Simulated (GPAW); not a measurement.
Al2Cu (Khatyrkite):

```
Cu Al
1.0
    -3.03350    3.03350    2.43850
     3.03350   -3.03350    2.43850
     3.03350    3.03350   -2.43850
Cu Al
2 4
Cartesian
  0.0000 0.0000 1.2192
  0.0000 0.0000 3.6578
  0.9592 2.0743 0.0000
  -0.9592 2.0743 2.4385
  2.0743 0.9592 2.4385
  3.9927 0.9592 0.0000
```

- Program: GPAW 26.7.0
- Task: single point
- Functional: PBEsol
- Potentials or basis: PAW data sets generated in the run's folder for this functional
- Cutoff: 600 eV
- Basis: pw
- k mesh: 7 × 7 × 7
- Occupations: fermi-dirac, width 0.05 eV
- Spin: no spin polarisation

On this cell: pressure -2.9 GPa; largest force 0.051 eV/Å; band gap on the k mesh none (metal or under the smearing width).

The same run follows on a disturbed copy (atoms moved at random, drawn with an rms of 0.05 Å):

```
Cu Al
1.0
    -3.03350    3.03350    2.43850
     3.03350   -3.03350    2.43850
     3.03350    3.03350   -2.43850
Cu Al
2 4
Direct
  0.25608 0.25217 0.99846
  0.73807 0.73336 0.99208
  0.34716 0.16392 0.49114
  0.84902 0.34759 0.20335
  0.64960 0.82981 0.49661
  0.16036 0.66648 0.82651
```

Problem. What does the disturbed cell give?

Solution. The energy (extrapolated to zero smearing) moves by +9.7 meV/atom; pressure -2.6 GPa; largest force 0.653 eV/Å; band gap on the k mesh none (metal or under the smearing width).

Forces in eV/Å, atoms in the order of the input:
```
Cu   0.024 -0.185 -0.529
Cu   0.230  0.039  0.609
Al   0.023  0.076 -0.340
Al  -0.335 -0.154  0.051
Al   0.114  0.053  0.250
Al  -0.056  0.171 -0.042
```

Stress tensor (GPa, compression positive):
```
-2.62  0.38  0.35
 0.38 -2.83 -0.27
 0.35 -0.27 -2.23
```

Caveats: with this Cu data set, volumes or pressures lay over 1.5 % or 2 GPa off other programs in two to four cells of ten.
